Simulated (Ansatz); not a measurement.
# Cl2FGeH: the cost of one run

Method: RKS BLYP-D4/def2-mTZVP, in Ansatz 0.2.0.

### Step 1. The structure to begin with

Bond lengths: Ge1–H2 1.750 Å, Ge1–F3 1.880 Å, Ge1–Cl4 2.218 Å, Ge1–Cl5 2.218 Å. Angles: H2–Ge1–F3 41.0°, H2–Ge1–Cl4 122.5°, H2–Ge1–Cl5 122.5°, F3–Ge1–Cl4 122.9°, F3–Ge1–Cl5 122.9°, Cl4–Ge1–Cl5 109.5°.

Coordinates:

```xyz
5

Ge    0.0000    0.0000    0.0000
H     0.9646    0.0000    1.4601
F     1.8114    0.0000    0.5034
Cl   -1.0456    1.8115   -0.7393
Cl   -1.0456   -1.8115   -0.7393
```

### Step 2. Pulling towards end A

Springs on the bonds that form and break draw the guess towards this end; the thresholds are loose.

The input, input.yaml:

```yaml
crystal:
  periodic: [false, false, false]
  atoms:
    - { symbol: Ge, position_ang: [0.0, 0.0, 0.0] }
    - { symbol: H, position_ang: [0.9646, 0.0, 1.4601] }
    - { symbol: F, position_ang: [1.8114, 0.0, 0.5034] }
    - { symbol: Cl, position_ang: [-1.0456, 1.8115, -0.7393] }
    - { symbol: Cl, position_ang: [-1.0456, -1.8115, -0.7393] }
basis:
  gaussian: { orbitals: def2-mTZVP }
hamiltonian:
  xc: blyp
  dispersion: d4
relax:
  f_tol: 0.15
  max_steps: 25
  restrain:
    - { distance: [1, 2], at: 2.12, k: 30.0 }
    - { distance: [0, 1], at: 1.55, k: 30.0 }
    - { distance: [0, 2], at: 1.68, k: 30.0 }
```

The run is started by

```console
$ ansatz run input.yaml --threads 4 --pin off --max-ram 5120MiB --backend cpu --events-out ev --progress --plain --runs-dir out
```

Q: Estimate wall time and peak memory on 4 threads of Arm Neoverse V2, shared host.

About 5.4 s, with a peak of 0.15 GiB.
